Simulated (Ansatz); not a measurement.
Write a Python script for Ansatz 0.2.0 through its Python package that makes a search for lower mean-field states of HIn (charge +1). Use (for the species named): PBE0, def2-TZVP basis, multiplicity 2.

```yaml
atoms:
  - { symbol: In, position_ang: [0.0000, 0.0000, 0.0000] }
  - { symbol: H, position_ang: [0.0000, 0.0000, 1.8100] }
```

The script, `hin_states.py`:
```python
# -*- coding: utf-8 -*-
"""Restricted and unrestricted solutions of HIn(+), stretched and not."""

import warnings

import ansatz as az
import numpy as np

warnings.simplefilter("ignore", az.DeckWarning)

system = (
    az.Crystal.molecule()
    .atom("In", [0.0, 0.0, 0.0])
    .atom("H", [0.0, 0.0, 1.81])
)
symbols = [site.symbol for site in system.cartesian_sites]

start = np.array([site.position_ang for site in system.cartesian_sites])
for factor in [1.0, 1.25, 1.6]:
    xyz = (start - start.mean(axis=0)) * factor
    scaled = az.Crystal.molecule()
    for symbol, place in zip(symbols, xyz):
        scaled = scaled.atom(symbol, place.tolist())
    job = scaled.calculation()
    job = job.basis(gaussian="def2-TZVP").functional("pbe0")
    job = job.charge(1).spin("collinear", total=1)
    for search in ("off", "standard"):
        try:
            rep = job.scf(lower_state_search=search).run(threads=1).report
        except az.AnsatzError as error:
            print(f"x{factor} search {search}: {type(error).__name__}")
            continue
        state = rep["mean_field"]["state"]
        print(f"all distances x{factor}, search {search:8s} E = {rep['free_energy_ev']:.5f} eV  <S^2> = {abs(state['spin_squared']):.3f}  other states met: {len(rep['mean_field']['others'])}")
```

```console
$ python hin_states.py
all distances x1.0, search off      E = -5181.59469 eV  <S^2> = 0.763  other states met: 0
all distances x1.0, search standard E = -5181.59469 eV  <S^2> = 0.763  other states met: 0
all distances x1.25, search off      E = -5181.47227 eV  <S^2> = 0.763  other states met: 0
all distances x1.25, search standard E = -5181.47227 eV  <S^2> = 0.763  other states met: 0
all distances x1.6, search off      E = -5181.37708 eV  <S^2> = 0.751  other states met: 0
all distances x1.6, search standard E = -5181.37708 eV  <S^2> = 0.751  other states met: 0
```

Notes:
- Total energies depend on the basis set; only differences at equal settings carry meaning.
- The count of other states can hold repeated and symmetry-equivalent ends of the search; scaling all distances is a test, and for more than two atoms no physical path.
- def2 sets replace the cores of elements past krypton by effective core potentials.
- The run takes the species as open-shell (spin multiplicity 2), which needn't be its ground state.
- Timing: 5.4 s on 1 thread of Arm Neoverse V1 (shared host), peak memory 0.18 GiB.
